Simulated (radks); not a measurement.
**Spin polarisation of the 5d shell in Hf²⁺**

One table from this session's results is given with a row withheld; the runs are named, their logs left out.

The numbers are computed with radks (a radial shooting solver on a logarithmic mesh, Libxc functionals) version 1 (non-relativistic Kohn-Sham, r2SCAN, spin-polarised, spherical densities, point nucleus), except any that are marked as measured or tabulated.

### Starting point

| Item | Value |
| --- | --- |
| element | hafnium (Z = 72) |
| charge | +2 |
| electrons | 70 |
| configuration | [Xe] 4f14 5d(up 1, down 1) |

A shell typed twice in an input gives spin up, then spin down.

Set-up of the first run:

Input:

```text
Z 72
configuration [Xe] 4f14 5d1 5d1
relativity non-relativistic
functional r2scan,r2scan
spin polarised
nucleus point
```

Among the steps run: No moment.

One of the session's tables, all rows but one given; the rest of the session is left out.

Sizes of the orbitals, from the radial functions (bohr):

| level | <r> | outermost maximum (interpolated) | 90 % within | nodes |
| --- | --- | --- | --- | --- |
| 3d | 0.1905 | 0.157 | 0.295 | 0 |
| 4s | 0.5074 | 0.473 | 0.727 | 3 |
| 4p | 0.5163 | 0.475 | 0.749 | 2 |
| 4d | 0.5377 | 0.474 | 0.806 | 1 |
| 5s | 1.243 | 1.11 | 1.79 | 4 |
| 5p | 1.386 | 1.20 | 2.03 | 3 |
| 4f | 0.6506 | 0.449 | 1.09 | 0 |
| 5d | ? | ? | ? | ? |

Q: Estimate the row for 5d from the others.

**Answer.** <r>: 2.045; outermost maximum (interpolated): 1.59; 90 % within: 3.19; nodes: 2. In the column «<r>» it is the highest.
